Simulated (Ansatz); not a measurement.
# CH5ClNSi radical: one species, many methods

Aim: compute CH5ClNSi radical with functionals from several rungs and with coupled cluster, and see how far each lands from CCSD(T) at the basis-set limit for the atomisation energy.

The runs use Ansatz 0.2.0, Gaussian basis; functionals in def2-TZVPP, the program's frozen cores in correlated methods.

Levels to be run: LDA (SPW92), PBE-D4, revPBE-D4, BLYP-D4, r2SCAN-D4, B97M-V, PBE0-D4, B3LYP-D4, r2SCANh-D4, r2SCAN0-D4, HSE06-D4, BHLYP-D4, CAM-B3LYP-D4, LC-ωPBE, ωB97X-V, ωB97M-V, B2PLYP, PBE-QIDH; CCSD(T)/def2-SVP; CCSD(T)/def2-TZVPP; MP2/def2-QZVPP; extrapolation to the limit; RPA on PBE.

## 1. The geometry

All runs share one geometry, relaxed beforehand with PBE0-D4 in a triple-zeta def2 set.

SMILES `C[Si](N)Cl`, 9 atoms, charge 0, spin multiplicity 2.

Atoms are counted from 1 here; the program's logs count them from 0.

Bond lengths: C1–Si2 1.870 Å, C1–H5 1.091 Å, C1–H6 1.093 Å, C1–H7 1.094 Å, Si2–N3 1.719 Å, Si2–Cl4 2.076 Å, N3–H8 1.009 Å, N3–H9 1.008 Å. Angles: Si2–C1–H5 110.5°, Si2–C1–H6 110.4°, Si2–C1–H7 109.7°, H5–C1–H6 108.2°, H5–C1–H7 109.0°, H6–C1–H7 109.0°, C1–Si2–N3 108.4°, C1–Si2–Cl4 109.9°, N3–Si2–Cl4 106.2°, Si2–N3–H8 119.2°, Si2–N3–H9 119.8°, H8–N3–H9 111.2°.

Coordinates:

```csv
atom,x (Å),y (Å),z (Å)
C1,-0.7356,0.7422,-0.8576
Si2,0.7996,-0.1498,-0.2721
N3,0.6160,-0.5081,1.3989
Cl4,0.9677,-1.9775,-1.2419
H5,-0.6656,0.9637,-1.9236
H6,-0.8566,1.6858,-0.3192
H7,-1.6154,0.1172,-0.6810
H8,0.3196,0.2213,2.0295
H9,1.2585,-1.1408,1.8499
```

## 2. LDA

This LDA is Slater exchange with PW92 correlation.

in.yaml reads:

```yaml
crystal:
  periodic: [false, false, false]
  atoms:
    - {symbol: C, position_ang: [-0.735581, 0.742208, -0.857589]}
    - {symbol: Si, position_ang: [0.799637, -0.149837, -0.272086]}
    - {symbol: N, position_ang: [0.616045, -0.508133, 1.398880]}
    - {symbol: Cl, position_ang: [0.967735, -1.977469, -1.241867]}
    - {symbol: H, position_ang: [-0.665580, 0.963660, -1.923554]}
    - {symbol: H, position_ang: [-0.856596, 1.685778, -0.319217]}
    - {symbol: H, position_ang: [-1.615361, 0.117224, -0.681002]}
    - {symbol: H, position_ang: [0.319616, 0.221283, 2.029524]}
    - {symbol: H, position_ang: [1.258483, -1.140815, 1.849912]}
basis:
  gaussian: {orbitals: def2-TZVPP}
magnetization: {spin_polarized: true, initial_magnetization: 1}
hamiltonian: {xc: lda}
output: {orbitals: {seedname: orbitals}}
```

Launch:

```sh
$ ansatz run in.yaml --threads 4 --pin off --events-out ev --progress --plain --max-ram 10444MiB
```

Further steps of the session: PBE-D4 (GGA); revPBE-D4 (GGA); BLYP-D4 (GGA); r2SCAN-D4 (meta-GGA); B97M-V (meta-GGA); B3LYP-D4 (hybrid); r2SCANh-D4 (hybrid); r2SCAN0-D4 (hybrid); HSE06-D4 (hybrid); BHLYP-D4 (hybrid); CAM-B3LYP-D4 (range-separated); LC-ωPBE (range-separated); ωB97X-V (range-separated); ωB97M-V (range-separated); B2PLYP (double hybrid); PBE-QIDH (double hybrid); CCSD(T) in def2-SVP; CCSD(T) in def2-TZVPP; MP2 in def2-QZVPP; RPA on PBE orbitals.

Q: Predict the results of all the runs planned. Wanted: atomisation energy, CCSD(T)/CBS; farthest beyond LDA; mean size of error, GGA; mean size of error, meta-GGA; mean size of error, hybrid; mean size of error, range-separated; mean size of error, double hybrid; gap, smallest and largest; T1 diagnostic.

The runs gave:

| quantity | value |
| --- | --- |
| atomisation energy, CCSD(T)/CBS | 32.392 eV |
| functionals within 0.162 eV (0.5 %) | revPBE-D4, BLYP-D4, PBE0-D4, B3LYP-D4, r2SCANh-D4, HSE06-D4, CAM-B3LYP-D4, LC-ωPBE, ωB97X-V, ωB97M-V |
| farthest beyond LDA | BHLYP-D4 (-0.755 eV) |
| mean size of error, GGA | 0.242 eV |
| mean size of error, meta-GGA | 0.189 eV |
| mean size of error, hybrid | 0.227 eV |
| mean size of error, range-separated | 0.143 eV |
| mean size of error, double hybrid | 0.277 eV |
| gap, smallest and largest | 1.11 eV (LDA (SPW92)), 8.56 eV (LC-ωPBE) |
| T1 diagnostic | 0.0125 |
| triples share of the correlation energy | 3.9 % |

In words: The LDA atomisation energy is off by 4.477 eV (14 %): it overbinds. PBE-D4 is off by +0.621 eV. Double hybrids carry the basis error of their MP2 part in triple zeta, and no dispersion term here, so their miss is partly the set-up's. By mean error the best rung here is range-separated (0.143 eV) and the worst beyond LDA is double hybrid (0.277 eV). The gap between the best rungs is small, so their order is not settled. Misses under about 0.162 eV are within the doubt on the reference itself, which lacks core-valence correlation, relativity and higher excitations. Hartree-Fock recovers 73 % of the binding; the rest is correlation. CCSD(T) in def2-SVP is off by -2.487 eV, so the small basis spoils what the method gains. Orbital gaps span 1.1 to 8.6 eV; exact exchange widens them.
